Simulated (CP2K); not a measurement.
# GFN2-xTB run of C2F5 (SMILES F[C](F)C(F)(F)F), part 1 of 2

Aim: the vertical ionisation energy of C2F5 at GFN2-xTB, from 2 runs. 

Program for the calculation: CP2K 2026.2.

2 further runs of the same task are left out: 1 that didn't finish, 1 set aside as unsound or not needed.

## (1) The molecule

The species is C2F5 (7 atoms), meant as a doublet with charge 0. As SMILES, `F[C](F)C(F)(F)F`. Geometry: relaxed at PBE0-D4/def2-TZVP.

Bond lengths: F1–C2 1.312 Å, C2–F3 1.312 Å, C2–C4 1.514 Å, C4–F5 1.327 Å, C4–F6 1.327 Å, C4–F7 1.338 Å. Angles: F1–C2–F3 112.2°, F1–C2–C4 114.4°, F3–C2–C4 114.4°, C2–C4–F5 109.8°, C2–C4–F6 109.7°, C2–C4–F7 111.6°, F5–C4–F6 109.4°, F5–C4–F7 108.1°, F6–C4–F7 108.1°.

## (2) The energy at GFN2-xTB

Input file mol.inp:

```
&global
  project_name mol
  run_type ENERGY
  print_level MEDIUM
&end global

&force_eval
  method Quickstep
  &dft
    charge 0
    multiplicity 2
    uks T
    &qs
      method XTB
      eps_default 1.0E-10
      &xtb
        gfn_type TBLITE
        &tblite
          method GFN2
        &end tblite
        check_atomic_charges F
      &end xtb
    &end qs
    &poisson
      periodic NONE
      poisson_solver ANALYTIC
    &end poisson
    &scf
      scf_guess ATOMIC
      eps_scf 1.0E-06
      max_scf 150
      added_mos 8
      &diagonalization
        algorithm STANDARD
      &end diagonalization
      &mixing
        method DIRECT_P_MIXING
        alpha 0.4
      &end mixing
      &smear ON
        method FERMI_DIRAC
        electronic_temperature [K] 300
        fixed_magnetic_moment 1.0
      &end smear
    &end scf
    &print
      &moments
        periodic F
        reference COM
        max_moment 1
      &end moments
      &mo ON
        energies T
        occupation_numbers T
        ndigits 6
        &each
          qs_scf 0
        &end each
        add_last NUMERIC
      &end mo
      &hirshfeld OFF
      &end hirshfeld
    &end print
  &end dft
  &subsys
    &cell
      abc [angstrom] 11 11 10.5
      periodic NONE
    &end cell
    &coord
      F      1.561030    -0.846020     0.512950
      C      0.322010    -0.468420     0.723150
      F     -0.464130    -1.481230     1.002660
      C     -0.228340     0.480800    -0.320510
      F      0.577960     1.527090    -0.444820
      F     -1.434800     0.896110     0.043240
      F     -0.333720    -0.108340    -1.516660
    &end coord
    &topology
      &center_coordinates
      &end center_coordinates
    &end topology
  &end subsys
&end force_eval
```

The run is started by

```console
$ OMP_NUM_THREADS=1 cp2k.psmp -i mol.inp > mol.out 2>&1
```

Output:

```text
CP2K| version string:                                       CP2K version 2026.2
 CP2K| Input file name                                                   mol.inp

 GLOBAL| Basis set file name                                           BASIS_SET
 GLOBAL| Potential file name                                           POTENTIAL
 GLOBAL| Coordinate file name                                      __STD_INPUT__
 GLOBAL| Method name                                                        CP2K
 GLOBAL| Project name                                                        mol
 GLOBAL| Run type                                                         ENERGY
 GLOBAL| FFT library                                                       FFTW3
 GLOBAL| Diagonalization library                                       ScaLAPACK
 GLOBAL| Global print level                                               MEDIUM
 GLOBAL| Total number of message passing processes                             1
 GLOBAL| Number of threads for this process                                    1
 GLOBAL| CPU model name                     Intel(R) Xeon(R) Processor @ 2.50GHz

 CELL| Volume [angstrom^3]:                                          1270.500000
 CELL| Vector a [angstrom]:      11.000     0.000     0.000   |a| =    11.000000
 CELL| Vector b [angstrom]:       0.000    11.000     0.000   |b| =    11.000000
 CELL| Vector c [angstrom]:       0.000     0.000    10.500   |c| =    10.500000
 CELL| Angle (b,c), alpha [degree]:                                    90.000000
 CELL| Angle (a,c), beta  [degree]:                                    90.000000
 CELL| Angle (a,b), gamma [degree]:                                    90.000000
 CELL| Numerically orthorhombic:                                             YES
 CELL| Periodicity                                                          NONE

 GENERATE|  Preliminary Number of Bonds generated:                             0
 GENERATE|  Achieved consistency in connectivity generation.

                  #####   #####        #     #   #     #       #
                 #     # #     #      #    ##### #     #   # #####  ####
                 #     # #           #       #   ###   #       #   #    #
                 #     #  #####     #        #   #  #  #   #   #   ######
                 #   # #       #   #         #   #   # #   #   #   #
                 #    #  #     #  #          #   #  #  # # #   #    #   #
                  #### #  #####  #           #   ###   ##  #   #     ###

                                   GFN2-xTB
                                 Version 0.0

 *** WARNING in qs_environment.F:2191 :: More ADDED_MOs requested for beta ***
 *** spin than available.                                                  ***

 xTB| Parameter file                                             xTB1_parameters
 xTB| Basis expansion STO-NG                                                   6
 xTB| Basis expansion STO-NG for Hydrogen                                      4
 xTB| Repulsive pair potential accuracy                               0.1000E-09
 xTB| Repulsive enhancement factor                                      0.000000
 xTB| Halogen interaction potential                                            T
 xTB| Halogen interaction potential cutoff radius                         20.000
 xTB| Nonbonded interactions                                                   F
 xTB| vdW potential type:                                              DFTD3(BJ)
 xTB| D3 Dispersion: Parameter                                         dftd3.dat
 xTB| Huckel constants ks kp kd                        1.850     2.250     2.000
 xTB| Huckel constants ksp k2sh                                  2.080     2.850
 xTB| Mataga-Nishimoto exponent                                            2.000
 xTB| Repulsion potential exponent                                         1.500
 xTB| Coordination number scaling kcn(s) kcn(p) kc     0.006    -0.003    -0.005
 xTB| Electronegativity scaling                                           -0.007
 xTB| Halogen potential scaling kxr kx2                          1.300     0.440
 xTB| SCC mixer:                                                       AUTO
 xTB| tblite accuracy:                                                 1.000E+00
 xTB| tblite SCC mixer damping:                                            0.400
 xTB| tblite SCC mixer iterations:                                           250
 xTB| tblite SCC mixer memory:                                               250
 xTB| tblite SCC mixer solver:                                         GVD
 xTB| tblite SCC mixer omega0:                                         1.000E-02
 xTB| tblite SCC mixer min weight:                                     1.000E+00
 xTB| tblite SCC mixer max weight:                                     1.000E+05
 xTB| tblite SCC mixer weight factor:                                  1.000E-02

 ATOMIC KIND INFORMATION

  1. Atomic kind: F                                     Number of atoms:       5

     Orbital Basis Set                                                 F _STO-4G

       Number of orbital shell sets:                                           2
       Number of orbital shells:                                               2
       Number of primitive Cartesian functions:                                8
       Number of Cartesian basis functions:                                    4
       Number of spherical basis functions:                                    4
       Norm type:                                                              3

     AE Potential information for                                       Fluorine
       Gaussian exponent of the core charge distribution:               3.858025
       Electronic configuration (s p d ...):                       2   5   0   0

  2. Atomic kind: C                                     Number of atoms:       2

     Orbital Basis Set                                                 C _STO-4G

       Number of orbital shell sets:                                           2
       Number of orbital shells:                                               2
       Number of primitive Cartesian functions:                                8
       Number of Cartesian basis functions:                                    4
       Number of spherical basis functions:                                    4
       Norm type:                                                              3

     AE Potential information for                                         Carbon
       Gaussian exponent of the core charge distribution:               3.373250
       Electronic configuration (s p d ...):                       2   2   0   0

 MOLECULE KIND INFORMATION

 All atoms are their own molecule, skipping detailed information

 TOTAL NUMBERS AND MAXIMUM NUMBERS

  Total number of            - Atomic kinds:                                   2
                             - Atoms:                                          7
                             - Shell sets:                                    14
                             - Shells:                                        14
                             - Primitive Cartesian functions:                 56
                             - Cartesian basis functions:                     28
                             - Spherical basis functions:                     28

  Maximum angular momentum of the orbital basis functions:                     1

 MODULE QUICKSTEP: ATOMIC COORDINATES IN ANGSTROM

   Atom Kind Element         X             Y             Z       Z(eff)     Mass
      1    1 F     9      6.997915      4.631050      6.019950   7.0000  18.9984
      2    2 C     6      5.758895      5.008650      6.230150   4.0000  12.0107
      3    1 F     9      4.972755      3.995840      6.509660   7.0000  18.9984
      4    2 C     6      5.208545      5.957870      5.186490   4.0000  12.0107
      5    1 F     9      6.014845      7.004160      5.062180   7.0000  18.9984
      6    1 F     9      4.002085      6.373180      5.550240   7.0000  18.9984
      7    1 F     9      5.103165      5.368730      3.990340   7.0000  18.9984

 SCF PARAMETERS         Density guess:                                    ATOMIC
                        --------------------------------------------------------
                        max_scf:                                             150
                        max_scf_history:                                       0
                        max_diis:                                              4
                        --------------------------------------------------------
                        eps_scf:                                        1.00E-06
                        eps_scf_history:                                0.00E+00
                        eps_diis:                                       1.00E-01
                        eps_eigval:                                     1.00E-05
                        --------------------------------------------------------
                        level_shift [a.u.]:                             0.000000
                        added MOs                                         6    7
                        --------------------------------------------------------
                        Mixing method:                           DIRECT_P_MIXING
                        --------------------------------------------------------
                        Smear method:                                FERMI_DIRAC
                        Electronic temperature [K]:                        300.0
                        Electronic temperature [a.u.]:                  9.50E-04
                        Accuracy threshold:                             1.00E-10
                        Fixed magnetic moment set to:                        1.0
                        --------------------------------------------------------
                        No outer SCF

 PW_GRID| Information for grid number                                          1
 PW_GRID| Cutoff [a.u.]                                                      1.0
 PW_GRID| spherical cutoff:                                                   NO
 PW_GRID|   Bounds   1             -4       4                Points:           9
 PW_GRID|   Bounds   2             -4       4                Points:           9
 PW_GRID|   Bounds   3             -4       4                Points:           9
 PW_GRID| Volume element (a.u.^3)   11.76         Volume (a.u.^3)      8573.7591
 PW_GRID| Grid span                                                    FULLSPACE

 POISSON| Solver                                                        ANALYTIC
 POISSON| Periodicity                                                       NONE

 Extrapolation method: initial_guess

 Spin 1

 Number of electrons:                                                         22
 Number of occupied orbitals:                                                 22
 Number of molecular orbitals:                                                28

 Spin 2

 Number of electrons:                                                         21
 Number of occupied orbitals:                                                 21
 Number of molecular orbitals:                                                28

 Number of orbital functions:                                                 28
 Number of independent orbital functions:                                     28

 SCF WAVEFUNCTION OPTIMIZATION

  Step     Update method      Time    Convergence         Total energy    Change
  ------------------------------------------------------------------------------
     1 TBLite/Diag 0.40E+00    0.0     0.41482587       -26.6310693136 -2.66E+01
     2 TBLite/Diag 0.40E+00    0.0     0.38343428       -27.7775881865 -1.15E+00
     3 TBLite/Diag 0.40E+00    0.0     0.05176431       -27.8548051256 -7.72E-02
     4 TBLite/Diag 0.40E+00    0.0     0.00419161       -27.8554294387 -6.24E-04
     5 TBLite/Diag 0.40E+00    0.0     0.00513124       -27.8557104602 -2.81E-04
     6 TBLite/Diag 0.40E+00    0.0     0.00105598       -27.8557147709 -4.31E-06
     7 TBLite/Diag 0.40E+00    0.0     0.00103815       -27.8557157990 -1.03E-06
     8 TBLite/Diag 0.40E+00    0.0     0.00054903       -27.8557204782 -4.68E-06
     9 TBLite/Diag 0.40E+00    0.0     0.00005482       -27.8557205274 -4.92E-08
    10 TBLite/Diag 0.40E+00    0.0     0.00002162       -27.8557205302 -2.80E-09
    11 TBLite/Diag 0.40E+00    0.0     0.00000419       -27.8557205304 -1.86E-10
    12 TBLite/Diag 0.40E+00    0.0     0.00000036       -27.8557205304 -8.35E-13

  *** SCF run converged in    12 steps ***

  Core Hamiltonian energy:                                    -27.95361152322776
  Repulsive potential energy:                                   0.07669808584719
  Electrostatic energy:                                         0.03138692287145
  Self-consistent dispersion energy:                           -0.00322211912156
  Non-self consistent dispersion energy:                        0.00000056188301
  Correction for halogen bonding:                               0.00000000000000
  Electronic entropic energy:                                  -0.00000000000000
  Fermi energy:                                                -0.25030628503884

  Total energy:                                               -27.85572053039249
  Total energy (extrapolated to T->0):                        -27.85572053039249

 MULLIKEN POPULATION ANALYSIS

 # Atom  Element  Kind  Atomic population (alpha,beta)   Net charge  Spin moment
      1   F          1           3.612038     3.500651    -0.112689     0.111387
      3   F          1           3.612038     3.500650    -0.112688     0.111388
      5   F          1           3.586264     3.584486    -0.170750     0.001778
      6   F          1           3.586276     3.584500    -0.170776     0.001776
      7   F          1           3.604507     3.565486    -0.169993     0.039021
      2   C          2           2.253043     1.502961     0.243996     0.750082
      4   C          2           1.745834     1.761266     0.492900    -0.015432
 # Total charge and spin        22.000000    21.000000    -0.000000

 TB_DIPOLE| Dipole type                                             non-periodic
 TB_DIPOLE| Ref. Point [Bohr]      10.26383375      10.34878570      10.36205088
 TB_DIPOLE| Moment [a.u.]           0.08595188      -0.01968952       0.32893486
 TB_DIPOLE| Moment [Debye]          0.21846787      -0.05004577       0.83606895
 TB_DIPOLE| Derivative [a.u.]       0.00000000       0.00000000       0.00000000

 MO| ALPHA EIGENVALUES AND OCCUPATION NUMBERS
 MO|
 MO|  Index      Eigenvalue [a.u.]        Eigenvalue [eV]             Occupation
 MO|      1              -0.930007             -25.306785               1.000000
 MO|      2              -0.927578             -25.240694               1.000000
 MO|      3              -0.923112             -25.119152               1.000000
[... 24 lines of this table left out ...]
 MO|     28               0.185250               5.040911               0.000000
 MO| Sum:                                                              22.000000
 MO| E(Fermi):           -0.049741 a.u.         -1.353516 eV
 MO| Band gap:            0.425817 a.u.         11.587075 eV

 MO| BETA EIGENVALUES AND OCCUPATION NUMBERS
 MO|
 MO|  Index      Eigenvalue [a.u.]        Eigenvalue [eV]             Occupation
 MO|      1              -0.926927             -25.222962               1.000000
 MO|      2              -0.917756             -24.973402               1.000000
 MO|      3              -0.917577             -24.968535               1.000000
[... 24 lines of this table left out ...]
 MO|     28               0.200949               5.468088               0.000000
 MO| Sum:                                                              21.000000
 MO| E(Fermi):           -0.450872 a.u.        -12.268845 eV
 MO| Band gap:            0.116616 a.u.          3.173294 eV

 ENERGY| Total FORCE_EVAL ( QS ) energy [hartree]            -27.855720530392489

 MEMORY| Estimated peak process memory [MiB]                                 188

 -------------------------------------------------------------------------------
 ----                             MULTIGRID INFO                            ----
 -------------------------------------------------------------------------------
 total grid count     :           272              cutoff [a.u.]            1.00

 -------------------------------------------------------------------------------
 -                                                                             -
 -                                T I M I N G                                  -
 -                                                                             -
 -------------------------------------------------------------------------------
 SUBROUTINE                       CALLS  ASD         SELF TIME        TOTAL TIME
                                MAXIMUM       AVERAGE  MAXIMUM  AVERAGE  MAXIMUM
 CP2K                                 1  1.0    0.009    0.009    0.154    0.154
 qs_energies                          1  2.0    0.000    0.000    0.134    0.134
 scf_env_do_scf                       1  3.0    0.000    0.000    0.123    0.123
 scf_env_do_scf_inner_loop           12  4.0    0.008    0.008    0.123    0.123
 qs_scf_new_mos                      12  5.0    0.001    0.001    0.097    0.097
 calculate_dm_sparse                 26  6.0    0.001    0.001    0.050    0.050
 cp_dbcsr_plus_fm_fm_t               26  7.0    0.001    0.001    0.049    0.049
 dbcsr_multiply_generic              26  8.0    0.002    0.002    0.035    0.035
 copy_dbcsr_to_fm                    48  6.4    0.001    0.001    0.024    0.024
 dbcsr_complete_redistribute         99  8.2    0.008    0.008    0.022    0.022
 make_m2s                            52  9.0    0.001    0.001    0.019    0.019
 eigensolver                         25  6.0    0.002    0.002    0.017    0.017
 qs_diis_b_step                      11  6.0    0.001    0.001    0.017    0.017
 cp_fm_syevd                         25  7.0    0.000    0.000    0.013    0.013
 copy_fm_to_dbcsr                    51  8.0    0.000    0.000    0.013    0.013
 -------------------------------------------------------------------------------

 -------------------------------------------------------------------------------
```

It took 1.6 s on 1 thread of Intel Xeon at 2.50GHz (Skylake/Cascade Lake), shared host; peak memory 0.19 GiB.

(Continued in part 2 of 2.)
